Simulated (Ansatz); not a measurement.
# AsH3 (singlet): wave-function methods side by side at scale of all distances = 1.000, 6-31G

The task here is to estimate one member of a computed series from the others.

The runs use Ansatz 0.2.0, Gaussian basis; 6-31G, core rule «outside noble gas», up to 14 orbitals frozen.

To be run: UHF; CCSD(T) on RHF; BCCD(T) on RHF; CISD; CCSDT(Q) on RHF; CCSDTQ on RHF; CASSCF and MRCISD+Q, 2 electrons in 2 orbitals; CASSCF and NEVPT2, 2 electrons in 2 orbitals; CASSCF and MRCISD+Q, 8 electrons in 7 orbitals; CASSCF and NEVPT2, 8 electrons in 7 orbitals; Full CI.

14 further runs of the same task are left out: 14 that didn't finish.

## The geometry

The geometry derives from a PBE0/def2-TZVP stationary point (not a proven minimum). All distances are scaled together. No spin-orbit coupling is included. The filled d shell of As may be among the frozen orbitals whatever the setting's name suggests; the logs give the count.

4 atoms, charge 0, spin multiplicity 1.

Atoms are counted from 1 here; the program's logs count them from 0.

Bond lengths: As1–H2 1.522 Å, As1–H3 1.522 Å, As1–H4 1.522 Å. Angles: H2–As1–H3 92.0°, H2–As1–H4 92.0°, H3–As1–H4 92.0°.

The first run:

File in.yaml:

```yaml
crystal:
  periodic: [false, false, false]
  atoms:
    - {symbol: As, position_ang: [0.000180, 0.000018, -0.032875]}
    - {symbol: H, position_ang: [1.259297, 0.013995, 0.821503]}
    - {symbol: H, position_ang: [-0.648855, 1.086822, 0.811601]}
    - {symbol: H, position_ang: [-0.623856, -1.102121, 0.810570]}
basis:
  gaussian: {orbitals: 6-31G}
magnetization: {spin_polarized: true, initial_magnetization: 0}
hamiltonian: {xc: hf}
output: {orbitals: {seedname: orbitals}}
```

Started as:

```bash
> ansatz run in.yaml --threads 1 --pin off --events-out ev --progress --plain --max-ram 2393MiB
```

Among the steps run: UHF; CCSD(T) on RHF; BCCD(T) on RHF; CISD; CCSDT(Q) on RHF; CCSDTQ on RHF; CASSCF and MRCISD+Q, 2 electrons in 2 orbitals; CASSCF and NEVPT2, 2 electrons in 2 orbitals; CASSCF and MRCISD+Q, 8 electrons in 7 orbitals; CASSCF and NEVPT2, 8 electrons in 7 orbitals; Full CI.

One of the session's tables, all rows but one given; the rest of the session is left out.

```
          method  from FCI (kcal/mol)
             RHF               +54.71
            RMP2               +14.68
            CISD                +2.82
           RCCSD                +0.72
        RCCSD(T)                +0.16
         BCCD(T)                +0.16
          RCCSDT                +0.03
       RCCSDT(Q)                +0.01
         RCCSDTQ                 0.00
     CASSCF pair               +43.83
     NEVPT2 pair                    ?
     MRCISD pair                +1.78
   MRCISD+Q pair                -0.28
  CASSCF valence               +18.78
  NEVPT2 valence                +4.48
  MRCISD valence                +0.54
MRCISD+Q valence                +0.24
             FCI                    0
```

Estimate the missing values for NEVPT2 pair.

As computed: from FCI (kcal/mol): +11.90. In the column «from FCI (kcal/mol)» it lies between NEVPT2 valence (+4.48) and RMP2 (+14.68).

Among the levels timed on like hardware and quicker than the yardstick, those that no quicker one beats, quickest first: RCCSD(T) (0.45 s, +0.16 kcal/mol); RCCSDT(Q) (1.1 s, +0.01 kcal/mol); RCCSDTQ (6 s, 0.00 kcal/mol). Runs this short are mostly start-up, so their order is noise.

Caveats from the session: The yardstick is full CI for this spin, exact in this basis with these frozen cores. MRCISD+Q pair falls below full CI: the +Q correction isn't variational, and the cores differ from full CI's. Of the multireference levels listed MRCISD+Q valence comes nearest in total energy (+0.24 kcal/mol), which doesn't show that its space is the better one.
